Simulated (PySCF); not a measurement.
# Cr⁺: excitation energy in x2c-QZVPPall plus 1 even-tempered diffuse shell per l

Each state of chromium is computed at each level; their differences give the excitation energy. How far do the methods differ?

Program: PySCF 2.14.0. Level of theory: unrestricted determinants in a Gaussian basis, no spin-orbit coupling in the energies. These are calculated values, not measurements, unless marked.

### Step 1. Starting point

- Element: chromium (Z = 24)
- Basis: x2c-QZVPPall with one added diffuse shell each of s, p, d, f, g type (12s8p6d4f3g, 121 functions)
- Hamiltonian: scalar relativity by spin-free X2C-1e
- State 1: Cr⁺: [Ar] 3d4 4s1, high-spin 6D determinant (an excited configuration)
- Needed too, but not shown: Cr⁺ [Ar] 3d5 (6S)
- Methods: UHF, LDA, PBE, PBE0, r2SCAN, TPSS, M06-2X, r2SCANh, MP2
- Core shells frozen in the correlated runs: valence: [Ar]; valence and next inner shell: [Ne] (for Cr⁺)

Outer shells as boxes (Hund's rule):

Cr+ [Ar] 3d4 4s1
```
[Ar] core
3d [↑ ][↑ ][↑ ][↑ ][  ]
4s [↑ ]
```

The runs were made by one driver on top of PySCF. The scripts below sum up each run's settings (the driver also hands on starting orbitals that pick excited configurations, and frozen orbitals as a list rather than a count), and the logs come from the driver's own runs. The driver starts from symmetry-adapted Hartree-Fock orbitals, holds the occupation by maximum overlap and uses a logarithmic radial grid for functionals, so a plain start would take other cycles.

The integrals over 121 functions and the set-up took 2.9 s of CPU time.

### Step 2. Cr⁺ [Ar] 3d4 4s1: the ladder of methods

#### UHF

The input, input.py:

```python
from pyscf import gto, scf, dft, mp, cc
import basis_set_exchange as bse
mol = gto.M(atom="Cr 0 0 0", charge=1, spin=5, symmetry="D2h",
            basis=gto.basis.parse(bse.get_basis("x2c-QZVPPall", elements=["Cr"], fmt="nwchem", augment_diffuse=1)),
            nucmod="G")
mf = scf.UHF(mol).sfx2c1e()
mf.irrep_nelec = {'Ag': (5, 3), 'B1g': (1, 0), 'B2g': (1, 0), 'B3g': (1, 0), 'B1u': (2, 2), 'B2u': (2, 2), 'B3u': (2, 2)}
mf.kernel()
```

Output:

```text
damping factor = 0
level_shift factor = 0
DIIS = <class 'pyscf.scf.diis.CDIIS'>
diis_start_cycle = 1
diis_space = 10
diis_damp = 0
SCF conv_tol = 1e-09
SCF conv_tol_grad = None
number electrons alpha = 14  beta = 9
cycle= 1 E= -1049.4254565239  delta_E= -0.00507  |g|= 0.0274  |ddm|= 0.0339
cycle= 2 E= -1049.42560311044  delta_E= -0.000147  |g|= 0.00549  |ddm|= 0.00643
cycle= 3 E= -1049.42561041027  delta_E= -7.3e-06  |g|= 0.000595  |ddm|= 0.00265
cycle= 4 E= -1049.42561051756  delta_E= -1.07e-07  |g|= 0.000238  |ddm|= 0.000493
cycle= 5 E= -1049.4256105336  delta_E= -1.6e-08  |g|= 2.54e-05  |ddm|= 0.000324
cycle= 6 E= -1049.42561053438  delta_E= -7.8e-10  |g|= 5.22e-06  |ddm|= 9.52e-05
converged SCF energy = -1049.42561053438  <S^2> = 8.7511886  2S+1 = 6.0003962
```

It used 3.6 s of CPU time after the integrals (shared host).

Orbital energies by shell (radii are means over both spins):

| shell | electrons | mean orbital energy (eV) | spread (eV) | rms radius (bohr) |
| --- | --- | --- | --- | --- |
| 1s α | 1 | -6055.1 | 0 | 0.0734 |
| 1s β | 1 | -6055.0 | 0 | 0.0734 |
| 2s α | 1 | -737.80 | 0 | 0.316 |
| 2s β | 1 | -735.20 | 0 | 0.316 |
| 2p α | 3 | -618.98 | 0.020 | 0.287 |
| 2p β | 3 | -616.46 | 0.752 | 0.287 |
| 3s α | 1 | -108.58 | 0 | 0.964 |
| 3s β | 1 | -99.980 | 0 | 0.964 |
| 3p α | 3 | -74.200 | 1.291 | 1.04 |
| 3p β | 3 | -63.981 | 1.925 | 1.04 |
| 3d α | 4 | -23.066 | 1.723 | 1.38 |
| 4s α | 1 | -14.379 | 0 | 3.19 |

⟨S²⟩ = 8.751, ⟨L²⟩ = 6.02.

Spin-orbit constants on these orbitals (cm⁻¹; bare nucleus, screened nucleus, mean field): 3d 474.8, 277.0, n/a. To first order in LS coupling the lowest level has J = 1/2 and lies 0.0481 eV below the centre of the term.

#### LDA

input.py, as changed from the run before:

```diff
@@ -5,3 +5,3 @@
             nucmod="G")
-mf = scf.UHF(mol).sfx2c1e()
+mf = dft.UKS(mol, xc="LDA,VWN").sfx2c1e()
 mf.irrep_nelec = {'Ag': (5, 3), 'B1g': (1, 0), 'B2g': (1, 0), 'B3g': (1, 0), 'B1u': (2, 2), 'B2u': (2, 2), 'B3u': (2, 2)}
```

Output:

```text
damping factor = 0
level_shift factor = 0
DIIS = <class 'pyscf.scf.diis.CDIIS'>
diis_start_cycle = 1
diis_space = 10
diis_damp = 0
SCF conv_tol = 1e-09
SCF conv_tol_grad = None
number electrons alpha = 14  beta = 9
XC functionals = LDA,VWN
    P. A. M. Dirac.,  Math. Proc. Cambridge Philos. Soc. 26, 376 (1930)
    F. Bloch.,  Z. Phys. 57, 545 (1929)
    S. H. Vosko, L. Wilk, and M. Nusair.,  Can. J. Phys. 58, 1200 (1980)
cycle= 1 E= -1048.16038997375  delta_E= -0.0248  |g|= 0.08  |ddm|= 0.362
cycle= 2 E= -1048.15943104846  delta_E= 0.000959  |g|= 0.102  |ddm|= 0.163
cycle= 3 E= -1048.16187916501  delta_E= -0.00245  |g|= 0.0032  |ddm|= 0.0741
cycle= 4 E= -1048.16188057993  delta_E= -1.41e-06  |g|= 0.000532  |ddm|= 0.00168
cycle= 5 E= -1048.16188065118  delta_E= -7.12e-08  |g|= 9.53e-06  |ddm|= 0.000482
cycle= 6 E= -1048.1618806512  delta_E= -2.41e-11  |g|= 6.43e-07  |ddm|= 2.9e-05
converged SCF energy = -1048.1618806512  <S^2> = 8.7501566  2S+1 = 6.0000522
```

CPU time 2 s on a shared host, the integrals not counted.

#### PBE

input.py, as changed from the run before:

```diff
@@ -5,3 +5,3 @@
             nucmod="G")
-mf = dft.UKS(mol, xc="LDA,VWN").sfx2c1e()
+mf = dft.UKS(mol, xc="PBE").sfx2c1e()
 mf.irrep_nelec = {'Ag': (5, 3), 'B1g': (1, 0), 'B2g': (1, 0), 'B3g': (1, 0), 'B1u': (2, 2), 'B2u': (2, 2), 'B3u': (2, 2)}
```

Output:

```text
damping factor = 0
level_shift factor = 0
DIIS = <class 'pyscf.scf.diis.CDIIS'>
diis_start_cycle = 1
diis_space = 10
diis_damp = 0
SCF conv_tol = 1e-09
SCF conv_tol_grad = None
number electrons alpha = 14  beta = 9
XC functionals = PBE
    J. P. Perdew, K. Burke, and M. Ernzerhof.,  Phys. Rev. Lett. 77, 3865 (1996)
    J. P. Perdew, K. Burke, and M. Ernzerhof.,  Phys. Rev. Lett. 78, 1396 (1997)
    J. P. Perdew, K. Burke, and M. Ernzerhof.,  Phys. Rev. Lett. 77, 3865 (1996)
    J. P. Perdew, K. Burke, and M. Ernzerhof.,  Phys. Rev. Lett. 78, 1396 (1997)
cycle= 1 E= -1050.25225845373  delta_E= -0.0171  |g|= 0.0565  |ddm|= 0.357
cycle= 2 E= -1050.25179038948  delta_E= 0.000468  |g|= 0.0749  |ddm|= 0.135
cycle= 3 E= -1050.25316514704  delta_E= -0.00137  |g|= 0.0028  |ddm|= 0.0559
cycle= 4 E= -1050.25316653158  delta_E= -1.38e-06  |g|= 0.00013  |ddm|= 0.0023
cycle= 5 E= -1050.25316653562  delta_E= -4.03e-09  |g|= 1.54e-05  |ddm|= 0.000182
cycle= 6 E= -1050.2531665357  delta_E= -7.91e-11  |g|= 1.26e-06  |ddm|= 2.61e-05
converged SCF energy = -1050.2531665357  <S^2> = 8.7502234  2S+1 = 6.0000745
```

CPU time 2.9 s on a shared host, the integrals not counted.

#### PBE0

input.py, as changed from the run before:

```diff
@@ -5,3 +5,3 @@
             nucmod="G")
-mf = dft.UKS(mol, xc="PBE").sfx2c1e()
+mf = dft.UKS(mol, xc="PBE0").sfx2c1e()
 mf.irrep_nelec = {'Ag': (5, 3), 'B1g': (1, 0), 'B2g': (1, 0), 'B3g': (1, 0), 'B1u': (2, 2), 'B2u': (2, 2), 'B3u': (2, 2)}
```

Output:

```text
damping factor = 0
level_shift factor = 0
DIIS = <class 'pyscf.scf.diis.CDIIS'>
diis_start_cycle = 1
diis_space = 10
diis_damp = 0
SCF conv_tol = 1e-09
SCF conv_tol_grad = None
number electrons alpha = 14  beta = 9
XC functionals = PBE0
    C. Adamo and V. Barone.,  J. Chem. Phys. 110, 6158 (1999)
    M. Ernzerhof and G. E. Scuseria.,  J. Chem. Phys. 110, 5029 (1999)
cycle= 1 E= -1050.28177027961  delta_E= -0.0106  |g|= 0.025  |ddm|= 0.259
cycle= 2 E= -1050.28186909663  delta_E= -9.88e-05  |g|= 0.0165  |ddm|= 0.082
cycle= 3 E= -1050.28192933253  delta_E= -6.02e-05  |g|= 0.00456  |ddm|= 0.0125
cycle= 4 E= -1050.28193354559  delta_E= -4.21e-06  |g|= 0.000327  |ddm|= 0.0059
cycle= 5 E= -1050.28193358338  delta_E= -3.78e-08  |g|= 1.35e-05  |ddm|= 0.00115
cycle= 6 E= -1050.28193358349  delta_E= -1.14e-10  |g|= 1.64e-06  |ddm|= 4.3e-05
converged SCF energy = -1050.28193358349  <S^2> = 8.7503633  2S+1 = 6.0001211
```

It used 3.7 s of CPU time after the integrals (shared host).

#### r2SCAN

input.py, as changed from the run before:

```diff
@@ -5,3 +5,3 @@
             nucmod="G")
-mf = dft.UKS(mol, xc="PBE0").sfx2c1e()
+mf = dft.UKS(mol, xc="R2SCAN").sfx2c1e()
 mf.irrep_nelec = {'Ag': (5, 3), 'B1g': (1, 0), 'B2g': (1, 0), 'B3g': (1, 0), 'B1u': (2, 2), 'B2u': (2, 2), 'B3u': (2, 2)}
```

Output:

```text
damping factor = 0
level_shift factor = 0
DIIS = <class 'pyscf.scf.diis.CDIIS'>
diis_start_cycle = 1
diis_space = 10
diis_damp = 0
SCF conv_tol = 1e-09
SCF conv_tol_grad = None
number electrons alpha = 14  beta = 9
XC functionals = R2SCAN
    J. W. Furness, A. D. Kaplan, J. Ning, J. P. Perdew, and J. Sun.,  J. Phys. Chem. Lett. 11, 8208-8215 (2020)
    J. W. Furness, A. D. Kaplan, J. Ning, J. P. Perdew, and J. Sun.,  J. Phys. Chem. Lett. 11, 9248-9248 (2020)
    J. W. Furness, A. D. Kaplan, J. Ning, J. P. Perdew, and J. Sun.,  J. Phys. Chem. Lett. 11, 8208-8215 (2020)
    J. W. Furness, A. D. Kaplan, J. Ning, J. P. Perdew, and J. Sun.,  J. Phys. Chem. Lett. 11, 9248-9248 (2020)
cycle= 1 E= -1050.45831812335  delta_E= -0.0131  |g|= 0.0404  |ddm|= 0.29
cycle= 2 E= -1050.45833130276  delta_E= -1.32e-05  |g|= 0.0443  |ddm|= 0.121
cycle= 3 E= -1050.45881455846  delta_E= -0.000483  |g|= 0.00281  |ddm|= 0.0307
cycle= 4 E= -1050.45881633169  delta_E= -1.77e-06  |g|= 0.000525  |ddm|= 0.00697
cycle= 5 E= -1050.45881645732  delta_E= -1.26e-07  |g|= 3.32e-05  |ddm|= 0.00238
cycle= 6 E= -1050.45881645802  delta_E= -7.01e-10  |g|= 2.25e-06  |ddm|= 0.000175
converged SCF energy = -1050.45881645802  <S^2> = 8.7505102  2S+1 = 6.0001701
```

CPU time 4.9 s on a shared host, the integrals not counted.

#### TPSS

input.py, as changed from the run before:

```diff
@@ -5,3 +5,3 @@
             nucmod="G")
-mf = dft.UKS(mol, xc="R2SCAN").sfx2c1e()
+mf = dft.UKS(mol, xc="TPSS").sfx2c1e()
 mf.irrep_nelec = {'Ag': (5, 3), 'B1g': (1, 0), 'B2g': (1, 0), 'B3g': (1, 0), 'B1u': (2, 2), 'B2u': (2, 2), 'B3u': (2, 2)}
```

Output:

```text
damping factor = 0
level_shift factor = 0
DIIS = <class 'pyscf.scf.diis.CDIIS'>
diis_start_cycle = 1
diis_space = 10
diis_damp = 0
SCF conv_tol = 1e-09
SCF conv_tol_grad = None
number electrons alpha = 14  beta = 9
XC functionals = TPSS
    J. Tao, J. P. Perdew, V. N. Staroverov, and G. E. Scuseria.,  Phys. Rev. Lett. 91, 146401 (2003)
    J. P. Perdew, J. Tao, V. N. Staroverov, and G. E. Scuseria.,  J. Chem. Phys. 120, 6898 (2004)
    J. Tao, J. P. Perdew, V. N. Staroverov, and G. E. Scuseria.,  Phys. Rev. Lett. 91, 146401 (2003)
    J. P. Perdew, J. Tao, V. N. Staroverov, and G. E. Scuseria.,  J. Chem. Phys. 120, 6898 (2004)
cycle= 1 E= -1050.51135400071  delta_E= -0.0143  |g|= 0.0548  |ddm|= 0.371
cycle= 2 E= -1050.51100322215  delta_E= 0.000351  |g|= 0.0694  |ddm|= 0.151
cycle= 3 E= -1050.51218405194  delta_E= -0.00118  |g|= 0.0025  |ddm|= 0.0512
cycle= 4 E= -1050.51218478153  delta_E= -7.3e-07  |g|= 0.000272  |ddm|= 0.00167
cycle= 5 E= -1050.51218480076  delta_E= -1.92e-08  |g|= 1.45e-05  |ddm|= 0.000767
cycle= 6 E= -1050.51218480084  delta_E= -7.78e-11  |g|= 1.48e-06  |ddm|= 2.55e-05
converged SCF energy = -1050.51218480084  <S^2> = 8.7502999  2S+1 = 6.0001
```

It used 5 s of CPU time after the integrals (shared host).

#### M06-2X

input.py, as changed from the run before:

```diff
@@ -5,3 +5,3 @@
             nucmod="G")
-mf = dft.UKS(mol, xc="TPSS").sfx2c1e()
+mf = dft.UKS(mol, xc="M062X").sfx2c1e()
 mf.irrep_nelec = {'Ag': (5, 3), 'B1g': (1, 0), 'B2g': (1, 0), 'B3g': (1, 0), 'B1u': (2, 2), 'B2u': (2, 2), 'B3u': (2, 2)}
```

Output:

```text
damping factor = 0
level_shift factor = 0
DIIS = <class 'pyscf.scf.diis.CDIIS'>
diis_start_cycle = 1
diis_space = 10
diis_damp = 0
SCF conv_tol = 1e-09
SCF conv_tol_grad = None
number electrons alpha = 14  beta = 9
XC functionals = M062X
    Y. Zhao and D. G. Truhlar.,  Theor. Chem. Acc. 120, 215 (2008)
    Y. Zhao and D. G. Truhlar.,  Theor. Chem. Acc. 120, 215 (2008)
cycle= 1 E= -1050.47381679048  delta_E= -0.013  |g|= 0.038  |ddm|= 0.234
cycle= 2 E= -1050.4739558969  delta_E= -0.000139  |g|= 0.00598  |ddm|= 0.0592
cycle= 3 E= -1050.4739674053  delta_E= -1.15e-05  |g|= 0.0042  |ddm|= 0.0165
cycle= 4 E= -1050.4739713784  delta_E= -3.97e-06  |g|= 0.000579  |ddm|= 0.00606
cycle= 5 E= -1050.47397174766  delta_E= -3.69e-07  |g|= 0.000129  |ddm|= 0.00423
cycle= 6 E= -1050.47397176934  delta_E= -2.17e-08  |g|= 1.31e-05  |ddm|= 0.00127
cycle= 7 E= -1050.47397176941  delta_E= -7.39e-11  |g|= 6e-07  |ddm|= 3.64e-05
converged SCF energy = -1050.47397176941  <S^2> = 8.7506919  2S+1 = 6.0002306
```

It used 7.4 s of CPU time after the integrals (shared host).

#### r2SCANh

input.py, as changed from the run before:

```diff
@@ -5,3 +5,3 @@
             nucmod="G")
-mf = dft.UKS(mol, xc="M062X").sfx2c1e()
+mf = dft.UKS(mol, xc="HYB_MGGA_XC_R2SCANH").sfx2c1e()
 mf.irrep_nelec = {'Ag': (5, 3), 'B1g': (1, 0), 'B2g': (1, 0), 'B3g': (1, 0), 'B1u': (2, 2), 'B2u': (2, 2), 'B3u': (2, 2)}
```

Output:

```text
damping factor = 0
level_shift factor = 0
DIIS = <class 'pyscf.scf.diis.CDIIS'>
diis_start_cycle = 1
diis_space = 10
diis_damp = 0
SCF conv_tol = 1e-09
SCF conv_tol_grad = None
number electrons alpha = 14  beta = 9
XC functionals = HYB_MGGA_XC_R2SCANH
    M. Bursch, H. Neugebauer, S. Ehlert, and S. Grimme.,  J. Chem. Phys. 156, 134105 (2022)
cycle= 1 E= -1050.45096070236  delta_E= -0.0113  |g|= 0.0311  |ddm|= 0.263
cycle= 2 E= -1050.45107990227  delta_E= -0.000119  |g|= 0.0266  |ddm|= 0.103
cycle= 3 E= -1050.45124820424  delta_E= -0.000168  |g|= 0.00415  |ddm|= 0.0189
cycle= 4 E= -1050.45125222396  delta_E= -4.02e-06  |g|= 0.000476  |ddm|= 0.00843
cycle= 5 E= -1050.45125234019  delta_E= -1.16e-07  |g|= 2.75e-05  |ddm|= 0.00228
cycle= 6 E= -1050.45125234098  delta_E= -7.89e-10  |g|= 2.5e-06  |ddm|= 0.00018
converged SCF energy = -1050.45125234098  <S^2> = 8.7505582  2S+1 = 6.0001861
```

It used 5.9 s of CPU time after the integrals (shared host).

#### MP2 (valence)

input.py, as changed from the run before:

```diff
@@ -5,4 +5,5 @@
             nucmod="G")
-mf = dft.UKS(mol, xc="HYB_MGGA_XC_R2SCANH").sfx2c1e()
+mf = scf.UHF(mol).sfx2c1e()
 mf.irrep_nelec = {'Ag': (5, 3), 'B1g': (1, 0), 'B2g': (1, 0), 'B3g': (1, 0), 'B1u': (2, 2), 'B2u': (2, 2), 'B3u': (2, 2)}
 mf.kernel()
+mp.UMP2(mf, frozen=9).kernel()
```

This step left no log, only its results.

It used 0.45 s of CPU time after the integrals (shared host).

With 5 electrons correlated, the MP2 correlation energy is -0.05728 hartree (-0.05728 same spin, 0.00000 opposite spin); the SCS form gives -0.01909. Largest pairs of shells: 3d-3d -0.0449, 3d-4s -0.0123, 4s-4s 0.0000.

### Step 3. Cr⁺ [Ar] 3d4 4s1, continued

#### MP2 (valence and next inner shell)

input.py, as its differences from that of step 2:

```diff
@@ -8,2 +8,2 @@
 mf.kernel()
-mp.UMP2(mf, frozen=9).kernel()
+mp.UMP2(mf, frozen=5).kernel()
```

No log was kept for this step.

CPU time 1.5 s on a shared host, the integrals not counted.

With 13 electrons correlated, the MP2 correlation energy is -0.37996 hartree (-0.13571 same spin, -0.24425 opposite spin); the SCS form gives -0.33834. Largest pairs of shells: 3p-3d -0.1451, 3p-3p -0.0955, 3d-3d -0.0449, 3s-3p -0.0355, 3s-3d -0.0268.

Radial density 4πr²ρ of Cr⁺ at UHF:

| r (bohr) | density | spin density |
| --- | --- | --- |
| 0.000841 | 0.112 | 0.000 |
| 0.00142 | 0.291 | 0.000 |
| 0.00238 | 0.744 | 0.000 |
| 0.00400 | 1.85 | 0.001 |
| 0.00673 | 4.37 | 0.002 |
| 0.0113 | 9.51 | 0.003 |
| 0.0191 | 18.0 | 0.006 |
| 0.0320 | 26.8 | 0.007 |
| 0.0539 | 27.8 | 0.001 |
| 0.0907 | 22.0 | -0.004 |
| 0.153 | 27.7 | 0.064 |
| 0.257 | 28.4 | 0.422 |
| 0.432 | 11.3 | 1.611 |
| 0.726 | 13.2 | 3.146 |
| 1.22 | 7.50 | 2.448 |
| 2.05 | 1.42 | 1.070 |
| 3.45 | 0.349 | 0.347 |
| 5.81 | 0.0233 | 0.023 |
| 9.77 | 6.22e-05 | 0.000 |

### Step 4. The energy differences

Excitation energy: Cr⁺ [Ar] 3d5 (6S) → Cr⁺ [Ar] 3d4 4s1 (6D).

```csv
method,value (eV),error (eV)
UHF,0.731,-0.791
LDA,1.726,+0.204
PBE,1.574,+0.052
PBE0,1.508,-0.014
r2SCAN,1.411,-0.111
TPSS,1.535,+0.013
M06-2X,1.386,-0.136
r2SCANh,1.396,-0.126
MP2 (valence),1.364,-0.158
SCS-MP2 (valence),0.942,-0.580
MP2 (valence and next inner shell),1.701,+0.179
SCS-MP2 (valence and next inner shell),1.271,-0.252
```

Reference: 1.522 eV (measured; NIST levels, between the centres of gravity of the two terms). Errors of the correlated levels include the incompleteness of this basis.

The differences also use runs on Cr⁺ [Ar] 3d5 (6S), which are not shown here.

### Step 5. Outcome

```
                             quantity                                                                    value
excitation energy, Cr⁺ → [Ar] 3d4 4s1  UHF 0.731, MP2 (valence and next inner shell) 1.701 eV; reference 1.522
```

Each level's miss (mean over 1 difference):

```csv
method,mean absolute miss against the measured value (with the measured fine structure taken into account where it is known) (eV)
UHF,0.791
LDA,0.204
PBE,0.052
PBE0,0.014
r2SCAN,0.111
TPSS,0.013
M06-2X,0.136
r2SCANh,0.126
MP2 (valence),0.158
SCS-MP2 (valence),0.580
MP2 (valence and next inner shell),0.179
SCS-MP2 (valence and next inner shell),0.252
```

In words: Against experiment TPSS comes closest (off by 0.01 eV), level with PBE0 and UHF is farthest (0.79 eV). PBE is off by +0.05 eV. All values hold for this basis alone; no basis-set limit was taken.
